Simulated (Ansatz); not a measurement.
# CH7NOSiSn: the cost of one run

Method: RKS PBE/def2-SVP, in Ansatz 0.2.0.

### 1 The starting structure

Bond lengths: N1–C2 1.399 Å, C2–Sn3 2.120 Å, C2–O4 1.402 Å, C2–Si5 1.844 Å, O4–Si5 1.841 Å, N1–H6 1.041 Å, N1–H7 1.054 Å, Sn3–H8 1.757 Å, Sn3–H9 1.772 Å, Sn3–H10 1.787 Å, Si5–H11 1.458 Å, Si5–H12 1.459 Å. Angles (14 of 22 angles, heavy atoms first): N1–C2–Sn3 117.9°, N1–C2–O4 112.2°, N1–C2–Si5 117.2°, Sn3–C2–O4 112.7°, Sn3–C2–Si5 118.4°, O4–C2–Si5 67.5°, C2–O4–Si5 67.8°, C2–Si5–O4 44.7°, C2–N1–H6 113.1°, C2–N1–H7 109.6°, C2–Sn3–H8 110.2°, C2–Sn3–H9 111.2°, C2–Sn3–H10 110.0°, C2–Si5–H11 117.3°.

Coordinates:

```xyz
12

N    -0.4908    1.6432   -0.1656
C    -0.0674    0.3198   -0.3265
Sn    0.9444   -0.6006    1.2938
O     0.5791    0.1158   -1.5535
Si   -1.0453   -0.7465   -1.4703
H     0.2819    2.2914    0.0903
H    -1.1702    1.7010    0.6383
H     1.5263   -2.1895    0.8223
H    -0.0925   -0.6949    2.7278
H     2.3772    0.3671    1.7474
H    -1.9984   -0.0838   -2.3520
H    -0.7672   -2.1782   -1.4181
```

### 2 Relaxing end A

File input.yaml:

```yaml
crystal:
  periodic: [false, false, false]
  atoms:
    - { symbol: "N", position_ang: [-0.4908, 1.6432, -0.1656] }
    - { symbol: C, position_ang: [-0.0674, 0.3198, -0.3265] }
    - { symbol: Sn, position_ang: [0.9444, -0.6006, 1.2938] }
    - { symbol: O, position_ang: [0.5791, 0.1158, -1.5535] }
    - { symbol: Si, position_ang: [-1.0453, -0.7465, -1.4703] }
    - { symbol: H, position_ang: [0.2819, 2.2914, 0.0903] }
    - { symbol: H, position_ang: [-1.1702, 1.701, 0.6383] }
    - { symbol: H, position_ang: [1.5263, -2.1895, 0.8223] }
    - { symbol: H, position_ang: [-0.0925, -0.6949, 2.7278] }
    - { symbol: H, position_ang: [2.3772, 0.3671, 1.7474] }
    - { symbol: H, position_ang: [-1.9984, -0.0838, -2.352] }
    - { symbol: H, position_ang: [-0.7672, -2.1782, -1.4181] }
basis:
  gaussian: { orbitals: def2-SVP }
hamiltonian:
  xc: pbe
relax:
  f_tol: 0.02
  max_steps: 50
output:
  orbitals: {}
```

The run is started by

```bash
$ ansatz run input.yaml --threads 2 --pin off --max-ram 3072MiB --backend cpu --events-out ev --progress --plain --runs-dir out
```

**Question.** How long does this run take on 2 threads of Arm Neoverse V1, shared host, and how much memory does it need?

About 48 s, with a peak of 0.19 GiB.
